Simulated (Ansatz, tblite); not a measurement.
# The cluster Br₂Cd₇CuTe₇: rung by rung

How do method and basis change the picture of the cluster Br₂Cd₇CuTe₇ (doublet)?

Computed with Ansatz 0.2.0, Gaussian basis. Level: as each input shows.

Plan: GFN1-xTB, GFN2-xTB, PBE-D4/def2-SVP, r2SCAN-D4/def2-SVP, HF/def2-SVP, r2SCAN0-D4/def2-SVP, B97M-V/def2-SVP, r2SCAN-D4/def2-mTZVP.

1 further run of the same task is left out (for a known fault of the program). Runs told in other sessions of the task aren't counted.

## 1. The relaxed structure

The geometry is that of the doublet, from an earlier relaxation (PBE-D4/def2-SVP).

17 atoms, charge 0, spin multiplicity 2.

Bond lengths: Te1–Cd8 2.855 Å, Te1–Cd11 2.879 Å, Te1–Cd14 3.270 Å, Te1–Cd15 2.906 Å, Te2–Cd10 2.804 Å, Te2–Cd11 2.818 Å, Te2–Cd13 2.786 Å, Te3–Cd9 2.704 Å, Te3–Cd14 2.761 Å, Te4–Cu12 2.592 Å, Te4–Cd13 2.779 Å, Te4–Cd14 2.841 Å, Te5–Cd8 2.754 Å, Te5–Cd10 2.806 Å, Te5–Cd15 2.933 Å, Te6–Cd10 2.887 Å, Te6–Cu12 2.644 Å, Te6–Cd13 2.936 Å and more. Angles: Cd8–Te1–Cd11 69.2°, Cd8–Te1–Cd14 139.9°, Cd8–Te1–Cd15 78.0°, Cd11–Te1–Cd14 70.7°, Cd11–Te1–Cd15 102.4°, Cd14–Te1–Cd15 109.2°, Cd10–Te2–Cd11 86.4°, Cd10–Te2–Cd13 73.9°, Cd11–Te2–Cd13 80.9°, Cd9–Te3–Cd14 75.2°, Cu12–Te4–Cd13 61.4°, Cu12–Te4–Cd14 98.1°, Cd13–Te4–Cd14 93.1°, Cd8–Te5–Cd10 80.3°, Cd8–Te5–Cd15 79.2°, Cd10–Te5–Cd15 68.7°, Cd10–Te6–Cu12 104.9°, Cd10–Te6–Cd13 70.5° and more.

Cd, Te take a core potential in the def2 sets. No spin-orbit coupling is included.

PBE0-D4/def2-SVP was run before; its log isn't repeated, and its numbers join the tables.

## 2. GFN1-xTB

Tight binding, by tblite at 300 K electronic temperature and without a spin-polarisation term:

```python
tblite.interface.Calculator('GFN1-xTB', numbers, positions, charge=0, uhf=1).singlepoint()
```

Energy -1230.8949 eV; 0.099 s.

## 3. GFN2-xTB

Tight binding, by tblite at 300 K electronic temperature and without a spin-polarisation term:

```python
tblite.interface.Calculator('GFN2-xTB', numbers, positions, charge=0, uhf=1).singlepoint()
```

Energy -1043.5736 eV; 0.3 s.

## 4. PBE-D4/def2-SVP

start.molden holds the orbitals of an earlier run on this state, given as this run's starting guess.

The input, in.yaml:

```yaml
crystal:
  periodic: [false, false, false]
  atoms:
    - {symbol: Te, position_ang: [-1.985255, -0.340442, 0.061643]}
    - {symbol: Te, position_ang: [2.211575, -1.133467, -2.661533]}
    - {symbol: Te, position_ang: [-1.986510, -1.777722, 4.083749]}
    - {symbol: Te, position_ang: [2.140419, -0.939345, 2.604657]}
    - {symbol: Te, position_ang: [-1.230811, 2.898590, -2.849126]}
    - {symbol: Te, position_ang: [2.425474, 2.683681, -0.279579]}
    - {symbol: Te, position_ang: [-0.345888, 3.183750, 2.624803]}
    - {symbol: Cd, position_ang: [-2.235290, 0.338875, -2.700500]}
    - {symbol: Cd, position_ang: [-1.002951, 0.630643, 3.346361]}
    - {symbol: Cd, position_ang: [1.166525, 1.466976, -2.575645]}
    - {symbol: Cd, position_ang: [-0.243108, -1.965598, -1.554331]}
    - {symbol: Cu, position_ang: [1.407363, 1.414705, 1.804964]}
    - {symbol: Cd, position_ang: [2.581289, -0.239534, -0.048809]}
    - {symbol: Cd, position_ang: [-0.261178, -2.330917, 2.001007]}
    - {symbol: Cd, position_ang: [-0.685381, 2.256442, -0.039748]}
    - {symbol: Br, position_ang: [-1.910715, -2.008067, -3.841816]}
    - {symbol: Br, position_ang: [-0.045559, -4.138562, 0.023891]}
basis:
  gaussian: {orbitals: def2-SVP, fitting: {mean_field: def2-universal-jkfit}, initial_orbitals: start.molden}
magnetization: {spin_polarized: true, initial_magnetization: 1}
hamiltonian: {xc: pbe, dispersion: d4}
scf: {omitted_lower_state_checks: [starts]}
output: {forces: true, orbitals: {seedname: orbitals}}
```

Started as:

```console
$ ansatz run in.yaml --threads 2 --pin off --events-out ev --progress --plain --max-ram 32768MiB --backend cuda --devices 0, --max-vram 18GiB
```

The runs that follow: r2SCAN-D4/def2-SVP; HF/def2-SVP; r2SCAN0-D4/def2-SVP; B97M-V/def2-SVP; r2SCAN-D4/def2-mTZVP.

Q: Predict the results of all the runs planned. Wanted: gap in def2-SVP, named functionals and Hartree-Fock, smallest and largest; binding an atom, functionals in def2-SVP; ⟨S²⟩ in def2-SVP, named functionals and Hartree-Fock, smallest and largest.

The runs gave:

```
                                                                  quantity                              value
 gap in def2-SVP, named functionals and Hartree-Fock, smallest and largest     0.06 eV (PBE-D4), 4.77 eV (HF)
                                  binding an atom, functionals in def2-SVP  1.86 (B97M-V) to 2.05 eV (PBE-D4)
⟨S²⟩ in def2-SVP, named functionals and Hartree-Fock, smallest and largest                       0.752, 0.794
```

In words: Over the named functionals and Hartree-Fock in def2-SVP the gap runs from 0.06 eV (PBE-D4) to 4.77 eV (HF); exact exchange widens it. Over the named functionals and Hartree-Fock in def2-SVP spin contamination reaches 0.04 (HF), which is small.
